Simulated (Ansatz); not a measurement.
# CH₄SnTe: how energies converge with the basis set

An exercise on one series of results from a longer session: the logs are not shown, and one member is left open.

The runs use Ansatz 0.2.0, Gaussian basis; one geometry, several basis sets.

The runs, in order: PBE0-D4/def2-SVP; ωB97M-V/def2-SVP; PBE0-D4/def2-QZVPP; ωB97M-V/def2-QZVPP; the functionals' def2-TZVPP values are taken from earlier runs.

### The relaxed structure

An earlier PBE0-D4 in a triple-zeta def2 set relaxation fixed the geometry. Sn, Te take the def2 core potential; no spin-orbit term is included.

7 atoms, charge 0, spin multiplicity 1.

Atoms are counted from 1 here; the program's logs count them from 0.

Bond lengths: C1–Sn2 2.119 Å, C1–Te3 2.209 Å, C1–H4 1.084 Å, C1–H5 1.084 Å, Sn2–Te3 2.681 Å, Sn2–H6 1.695 Å, Sn2–H7 1.695 Å. Angles: Sn2–C1–Te3 76.5°, Sn2–C1–H4 117.9°, Sn2–C1–H5 117.9°, Te3–C1–H4 112.3°, Te3–C1–H5 112.3°, H4–C1–H5 114.1°, C1–Sn2–Te3 53.3°, C1–Sn2–H6 118.8°, C1–Sn2–H7 118.8°, Te3–Sn2–H6 118.1°, Te3–Sn2–H7 118.1°, H6–Sn2–H7 115.6°, C1–Te3–Sn2 50.2°.

Set-up of the first run:

in.yaml reads:

```yaml
crystal:
  periodic: [false, false, false]
  atoms:
    - {symbol: C, position_ang: [-0.772733, -0.462934, -0.589856]}
    - {symbol: Sn, position_ang: [0.749220, 0.602905, 0.428299]}
    - {symbol: Te, position_ang: [-0.147737, -1.856380, 1.006668]}
    - {symbol: H, position_ang: [-0.549450, -0.845291, -1.579319]}
    - {symbol: H, position_ang: [-1.796417, -0.128656, -0.465655]}
    - {symbol: H, position_ang: [0.305789, 1.876452, 1.455344]}
    - {symbol: H, position_ang: [2.272628, 0.746003, -0.301181]}
basis:
  gaussian: {orbitals: def2-SVP}
hamiltonian: {xc: pbe0, dispersion: d4}
output: {orbitals: {seedname: orbitals}}
```

The run is started by

```sh
ansatz run in.yaml --threads 2 --pin off --events-out ev --progress --plain --max-ram 4352MiB
```

Steps of the session up to this table: PBE0-D4 in def2-SVP; ωB97M-V in def2-SVP; PBE0-D4 in def2-QZVPP; ωB97M-V in def2-QZVPP.

One table of the session follows, with a row left open; its other results are not shown here.

It belongs to the step «Density functionals: the series». 

```
functional       basis  HOMO (eV)  LUMO (eV)
   PBE0-D4    def2-SVP      -5.88      -1.33
   PBE0-D4  def2-TZVPP      -5.98      -1.46
   PBE0-D4  def2-QZVPP          ?          ?
   ωB97M-V    def2-SVP      -7.92       0.43
   ωB97M-V  def2-TZVPP      -8.04       0.19
   ωB97M-V  def2-QZVPP      -8.06       0.09
```

Estimate the missing values for PBE0-D4, def2-QZVPP.

The run gave: HOMO (eV): -5.99; LUMO (eV): -1.48. In the column «HOMO (eV)» it lies between ωB97M-V, def2-SVP (-7.92) and PBE0-D4, def2-TZVPP (-5.98).
